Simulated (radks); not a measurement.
# Ga in [Ar] 3d10 4s2 4p1: an all-electron calculation

One table from this session's results is given with a row withheld; the runs are named, their logs left out.

Program: radks (a radial shooting solver on a logarithmic mesh, Libxc functionals) version 1. Level of theory: scalar-relativistic Kohn-Sham, r2SCAN, spin-unpolarised, spherical densities, finite nucleus. These are calculated values, not measurements, unless marked.

## The system

| Property | Result |
| --- | --- |
| element | gallium (Z = 31) |
| charge | 0 |
| electrons | 31 |
| configuration | [Ar] 3d10 4s2 4p1 |
| nuclear rms radius | 3.9973 fm |

The outer shells:

Ga
```
[Ar] core
3d [↑↓][↑↓][↑↓][↑↓][↑↓]
4s [↑↓]
4p [↑ ][  ][  ]
```

The first run:

The run's settings:

```text
Z 31
configuration [Ar] 3d10 4s2 4p1 5s0 4d0
relativity scalar-relativistic
functional r2scan,r2scan
spin unpolarised
nucleus finite rms 3.9973 fm
c 137.035999084
```

One table of the session follows, with a row left open; its other results are not shown here.

It belongs to the step «Radial structure». From the orbitals of this run (lengths in bohr):

```
level      <r>  outermost maximum (interpolated)  90 % within  nodes
   1s  0.04861                            0.0318       0.0869      0
   2s   0.2175                             0.182        0.337      1
   2p        ?                                 ?            ?      ?
   3s   0.6510                             0.564        0.975      2
   3p   0.6788                             0.567         1.05      1
   3d   0.8081                             0.536         1.39      0
   4s    2.365                              1.91         3.62      3
   4p    3.333                              2.50         5.33      2
```

Q: Estimate the row for 2p from the others.

As computed: <r>: 0.1907; outermost maximum (interpolated): 0.147; 90 % within: 0.311; nodes: 0. In the column «<r>» it lies between 1s (0.04861) and 2s (0.2175).

Limits of these values: Spin polarisation and multiplet splitting are left out.
